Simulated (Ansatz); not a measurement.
The system is SiF.

```xyz
2
Lattice="1.3386 0.7728 3.8983 -1.3386 0.7728 3.8983 0.0000 -1.5457 3.8983" Properties=species:S:1:pos:R:3 pbc="T T T"
Si    0.0000    0.0000    5.8475
F     0.0000    0.0000    0.0000
```

The cell was built by a generator and needn't be a form met in nature.

| Property | Result |
| --- | --- |
| Program | Ansatz 0.2.0 |
| Task | relaxation of cell and atoms |
| Functional | HSE06 |
| Potentials or basis | Ansatz PAW |
| Cutoff | 420 eV (not typed: the program's choice for these potentials) |
| k mesh | 6 × 6 × 6 |
| Occupations | fermi-dirac, width 0.05 eV |
| Spin | no spin polarisation |

At the start: volume 12.10 Å³/atom.

Q: How do energy, volume and symmetry change on relaxing?

A: It ends after 8 steps and the volume is 11.64 Å³/atom (-3.8 %); space group R-3m (No. 166, to 0.05 Å).

The path:
```
step  energy change (eV)  largest force (eV/Å)  volume (Å³)
   1              0.0000                0.0000        24.20
   2             -0.0080                0.0000        23.63
   3             -0.0089                0.0000        23.19
   4             -0.0099                0.0000        23.33
   5             -0.0100                0.0000        23.32
   6             -0.0089                0.0000        23.32
   7             -0.0090                0.0000        23.28
   8             -0.0089                0.0000        23.28
```

Final structure:
```
Si F
1.0
     1.31751    0.76066    3.87209
    -1.31751    0.76066    3.87209
     0.00000   -1.52132    3.87209
Si F
1 1
Direct
  0.50000 0.50000 0.50000
  0.00000 0.00000 0.00000
```

Caveat: the k mesh is coarse (spacing up to 0.46 Å⁻¹), so the values aren't converged, least of all with exact exchange; the plane-wave basis is chosen anew once the cell has moved, so the energies of steps on either side of that aren't comparable; an odd number of electrons without spin polarisation forces a metal; a magnetic or distorted state may lie lower; the PAW data sets come from PBE, with cores solved anew for the run's functional, which leaves a small shift of forces and pressure.
